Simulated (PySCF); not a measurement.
# C₇H₅Br: magnetic properties

Wanted: magnetic properties for C₇H₅Br (`C=CC#CC#CCBr`).

Programs: PySCF 2.14.0, with routines of our own; each step states its level. All values are computed. Atoms count from 0.

## Step 1: The starting structure

13 atoms, charge 0, multiplicity 1; geometry from: GFN2-xTB.

## Step 2: Magnetic properties: GIAO CAM-B3LYP/pcSseg-1

The job: settings as JSON, then the geometry in Å.

```
{"job": {"kind": "mag", "xc": "CAM-B3LYP", "basis": "pcSseg-1", "isotopologues": 2}, "charge": 0, "multiplicity": 1}
C     -3.756695     0.024664     0.089865
C     -2.764992     0.580373     0.781505
C     -1.409758     0.398579     0.471858
C     -0.234612     0.247069     0.211096
C      1.074280     0.077356    -0.079964
C      2.228598    -0.111802    -0.389613
C      3.615960    -0.280628    -0.682156
Br     4.762747     0.723008     0.606644
H     -3.566844    -0.607391    -0.761668
H     -4.786297     0.186955     0.357110
H     -2.964756     1.215026     1.637102
H      3.924615    -1.323187    -0.593115
H      3.873367     0.113278    -1.666390
```

Method: GIAO CAM-B3LYP/pcSseg-1 magnetisability, rotational g tensor and spin-rotation constants, non-relativistic, gas phase.

Launch:

```bash
> OMP_NUM_THREADS=1 python excited_run.py task.json out
```

This one command runs all jobs of the session in turn.

Output:

```text
coarse grid: 55952 points
cycle   1  E = -2843.3829706712  dE =  1.858e-01  |g| = 7.661e-01  |ddm| = 4.102e+00
cycle   2  E = -2843.3965117707  dE = -1.354e-02  |g| = 4.506e-01  |ddm| = 9.540e-01
cycle   3  E = -2843.4193082901  dE = -2.280e-02  |g| = 2.196e-01  |ddm| = 4.680e-01
cycle   4  E = -2843.4306513868  dE = -1.134e-02  |g| = 6.605e-02  |ddm| = 2.129e-01
cycle   5  E = -2843.4315482531  dE = -8.969e-04  |g| = 1.364e-02  |ddm| = 5.490e-02
cycle   6  E = -2843.4315937224  dE = -4.547e-05  |g| = 4.524e-03  |ddm| = 1.506e-02
cycle   7  E = -2843.4315985699  dE = -4.847e-06  |g| = 1.627e-03  |ddm| = 7.390e-03
final grid: 118392 points
cycle   8  E = -2843.4315897540  dE =  6.318e-07  |g| = 2.443e-03  |ddm| = 4.155e-03
cycle   9  E = -2843.4315871375  dE =  2.617e-06  |g| = 4.069e-03  |ddm| = 4.857e-03
cycle  10  E = -2843.4315912570  dE = -4.119e-06  |g| = 2.920e-04  |ddm| = 2.988e-03
cycle  11  E = -2843.4315912765  dE = -1.946e-08  |g| = 4.924e-05  |ddm| = 2.385e-04
cycle  12  E = -2843.4315912797  dE = -3.281e-09  |g| = 4.309e-05  |ddm| = 1.941e-04
cycle  13  E = -2843.4315912808  dE = -1.075e-09  |g| = 1.586e-05  |ddm| = 9.493e-05
cycle  14  E = -2843.4315912809  dE = -1.337e-10  |g| = 7.963e-06  |ddm| = 2.762e-05
converged SCF energy = -2843.4315912809

Magnetisability tensor (1e-30 J/T^2)
    -1559.17      -25.77      -27.31
      -25.77    -1401.00       11.98
      -27.31       11.98    -1392.37
isotropic -1450.85   principal values   -1566.90  -1409.28  -1376.36
isotropic susceptibility -87.372 1e-6 cm^3/mol

Inertial axes            a          b          c
rot. const./GHz      8.5806     0.3106     0.3003
chi total           -94.077    -83.171    -84.869
chi diamagnetic    -252.966  -3652.551  -3783.108
chi paramagnetic    158.890   3569.380   3698.239
quadrupole/D A       11.896     -0.769    -11.127
g nuclear            0.6059     0.5191     0.5212
g electronic        -0.6405    -0.5208    -0.5218
g total             -0.0346    -0.0018    -0.0006

Spin-rotation constants (kHz, H = +C I.J)
atom  isotope        aa         bb         cc
  7   79Br       10.406      0.305      0.857
  8     1H       -0.834      0.030     -0.036
  9     1H        0.658     -0.025     -0.035
 10     1H       -0.878      0.027     -0.033
 11     1H       -0.829     -0.021      0.000
 12     1H       -0.829     -0.021      0.000
  0    13C*       3.712      0.134      0.039
  1    13C*       3.309      0.126      0.039
  2    13C*       0.194      0.105      0.113
  3    13C*       1.102      0.091      0.098
  4    13C*       0.781      0.097      0.099
  5    13C*       0.452      0.100      0.112
  6    13C*       1.375      0.043      0.055
* in the singly substituted isotopologue

Isotopologues: g along a, b, c
2H    at 8,9,10,11,12      -0.0287    -0.0017    -0.0006
13C   at 0                 -0.0346    -0.0017    -0.0006
```

Run time: 46 s. Hardware: 1 thread of Arm Neoverse V2, shared host; peak memory 1.1 GiB.

Key values:

```
              quantity                      value
       magnetisability           -1451·10⁻³⁰ J/T²
  molar susceptibility         -87.4·10⁻⁶ cm³/mol
rotational g (a, b, c)  -0.0346, -0.0018, -0.0006
```

Orbitals, density, ELF and potential are computed afterwards from the orbital file.

Frontier orbitals at CAM-B3LYP/pcSseg-1, with the share of their density that lies nearest to each atom:

```
orbital  energy (eV)                                       lies on
   HOMO        -8.04    4 C atoms about 18 % each; C4 10 %; C1 8 %
   LUMO        -0.59  C0 21 %; C2, C3, C5 about 14 % each; C1 12 %
```

ELF in a plane through or near 11 of the atoms.

Values, 10 rows by 14 columns:
```
0.00 0.00 0.00 0.00 0.00 0.00 0.00 0.00 0.00 0.00 0.00 0.00 0.00 0.00
0.00 0.01 0.08 0.33 0.08 0.00 0.00 0.00 0.00 0.00 0.00 0.00 0.00 0.00
0.00 0.23 0.61 0.86 0.54 0.00 0.00 0.06 0.03 0.45 0.97 0.01 0.00 0.00
0.00 0.68 0.28 0.20 0.23 0.26 0.15 0.55 0.54 0.68 0.99 0.01 0.00 0.00
0.00 0.62 0.78 0.77 0.35 0.85 0.61 0.29 0.19 0.36 0.48 0.38 0.26 0.00
0.00 0.05 0.08 0.20 0.93 0.46 0.15 0.35 0.71 0.42 0.28 1.00 0.97 0.00
0.00 0.00 0.03 0.62 0.33 0.73 0.47 0.40 0.47 0.11 0.95 0.65 0.43 0.00
0.00 0.00 0.01 0.05 0.02 0.21 0.06 0.01 0.02 0.61 0.99 0.09 0.00 0.00
0.00 0.00 0.00 0.00 0.00 0.00 0.00 0.00 0.00 0.01 0.27 0.00 0.00 0.00
0.00 0.00 0.00 0.00 0.00 0.00 0.00 0.00 0.00 0.00 0.00 0.00 0.00 0.00
```
The map spans 14.8 Å across and 8.4 Å up, centred on the molecule. Atoms in the plane (x, y in Å): C0 (3.7, -0.5), C1 (2.9, 0.5), C2 (1.5, 0.4), C3 (0.3, 0.2), C4 (-1.1, 0.1), C5 (-2.3, -0.1), C6 (-3.7, -0.3), Br7 (-4.6, 1.5), H8 (3.4, -1.5), H9 (4.8, -0.3), H10 (3.2, 1.6).

log10 of the density (e/Å³) in the same plane.

Values, 10 rows by 14 columns:
```
-4.0 -4.0 -3.4 -3.3 -4.0 -4.0 -4.0 -4.0 -4.0 -4.0 -4.0 -4.0 -4.0 -4.0
-4.0 -2.7 -1.9 -1.7 -2.4 -4.0 -4.0 -3.9 -3.8 -3.2 -3.1 -3.9 -4.0 -4.0
-3.2 -1.7 -0.5 -0.3 -1.4 -2.7 -2.7 -2.3 -2.2 -1.6 -1.4 -2.8 -4.0 -4.0
-3.0 -1.2  0.5  0.5 -1.1 -1.5 -1.4 -1.1 -0.9 -0.4 -0.3 -2.1 -3.5 -4.0
-3.5 -1.4 -0.2  0.0 -0.5 -0.1  0.0  0.2  0.6  0.3 -0.1 -1.1 -2.2 -3.9
-4.0 -2.3 -1.3  0.4  0.3  0.5  0.4  0.2  0.1 -0.3  1.0  0.3 -1.5 -3.5
-4.0 -3.4 -1.8 -0.3 -0.6 -0.6 -0.9 -1.1 -1.3 -1.1  0.3 -0.6 -2.0 -3.7
-4.0 -4.0 -2.6 -1.8 -1.9 -1.9 -2.2 -2.4 -2.5 -1.5 -0.6 -1.8 -3.1 -4.0
-4.0 -4.0 -3.9 -3.2 -3.3 -3.4 -3.6 -4.0 -4.0 -2.8 -2.2 -3.0 -4.0 -4.0
-4.0 -4.0 -4.0 -4.0 -4.0 -4.0 -4.0 -4.0 -4.0 -4.0 -3.9 -4.0 -4.0 -4.0
```
The map spans 14.8 Å across and 8.4 Å up, centred on the molecule. Atoms in the plane (x, y in Å): C0 (3.7, -0.5), C1 (2.9, 0.5), C2 (1.5, 0.4), C3 (0.3, 0.2), C4 (-1.1, 0.1), C5 (-2.3, -0.1), C6 (-3.7, -0.3), Br7 (-4.6, 1.5), H8 (3.4, -1.5), H9 (4.8, -0.3), H10 (3.2, 1.6).

On the surface of density 0.002 e/bohr³ the electrostatic potential runs, from the 1st to the 99th percentile, from -0.73 V near Br7 to 1.24 V near H12.

## Step 3: What came out

| quantity | value |
| --- | --- |
| magnetisability (step 2, GIAO CAM-B3LYP/pcSseg-1) | -1451·10⁻³⁰ J/T² |
| molar susceptibility (step 2, GIAO CAM-B3LYP/pcSseg-1) | -87.4·10⁻⁶ cm³/mol |
| rotational g (a, b, c) (step 2, GIAO CAM-B3LYP/pcSseg-1) | -0.0346, -0.0018, -0.0006 |
| surface potential, 1st and 99th percentile | -0.73 V and 1.24 V |

What this shows: Steps that list no spin-orbit terms leave them out, which matters at and beside the heavy atoms. By nearest atom (CAM-B3LYP/pcSseg-1), the HOMO sits on 4 C atoms about 18 % each; C4 10 % and the LUMO on C0 21 %; C2, C3, C5 about 14 % each. Vibrational averaging and real surroundings are missing from these values.
